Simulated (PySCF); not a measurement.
# AlTl: from the state search to spectroscopic constants

An exercise on one series of results from a longer session: the logs are not shown, and one member is left open.

Computed with PySCF 2.14.0. Level: Al def2-SVP, Tl def2-SVP with ECP60, scalar-relativistic core potentials.

Set-up of the first run:

The job is set up so:

```
atoms                         : Al, Tl
charge                        : 0
basis                         : Al def2-SVP, Tl def2-SVP with ECP60
Hamiltonian                   : scalar-relativistic core potentials
basis functions               : 44
electrons treated             : 34
masses in u                   : 26.9815, 204.9744
levels                        : PBE0, PBE, r²SCAN, LDA, BHandHLYP, r²SCANh, HSE06, HF, MP2, SCS-MP2, CCSD, CCSD(T)
grid                          : 80 radial by 434 angular points
occupations                   : held fixed by the projection of orbital angular momentum
dissociation limit            : Al + Tl, each in its ground configuration
starting distance in angstrom : 2.625
values of 2S to try           : 0, 2
```

Started as:

```
OMP_NUM_THREADS=1 python dia.py task.json out
```

Steps of the session up to this table: Set-up; First curve: PBE0; Higher solutions at PBE0; PBE (GGA); r²SCAN; LDA (local density); BHandHLYP (global hybrid GGA); r²SCANh (hybrid meta-GGA); HSE06 (range-separated hybrid); UHF; MP2 and coupled cluster.

One of the session's tables, all rows but one given; the rest of the session is left out.

Energy (eV) from each level's lowest point:

```
R (Å)    UHF  UHF-MP2  UHF-SCS-MP2  UHF-CCSD  UHF-CCSD(T)
2.518  0.469    0.358        0.369       n/a          n/a
2.635  0.223    0.147        0.154     0.172        0.170
2.752  0.081    0.037        0.040     0.052        0.051
2.840  0.024    0.003        0.004     0.011        0.010
2.928  0.000    0.000        0.000     0.000        0.000
3.016  0.001    0.021        0.020     0.013        0.013
3.133  0.033    0.079        0.076     0.058        0.057
3.279      ?        ?            ?         ?            ?
3.455  0.200    0.383        0.346     0.276        0.267
3.689  0.310    0.589        0.521       n/a          n/a
```

Q: Estimate the row for R (Å) = 3.279 from the others.

Worked estimate for «UHF». A straight line through the neighbours (3.133, 0.033) and (3.455, 0.200) gives 0.033 + (0.200 − 0.033) × (3.279 − 3.133) / (3.455 − 3.133) = 0.109; a parabola fitted to 4 rows on both sides gives 0.109.

The run gave: UHF: 0.103; UHF-MP2: 0.195; UHF-SCS-MP2: 0.185; UHF-CCSD: 0.144; UHF-CCSD(T): 0.140. In «UHF» the line misses by +0.006 and the parabola by +0.006.
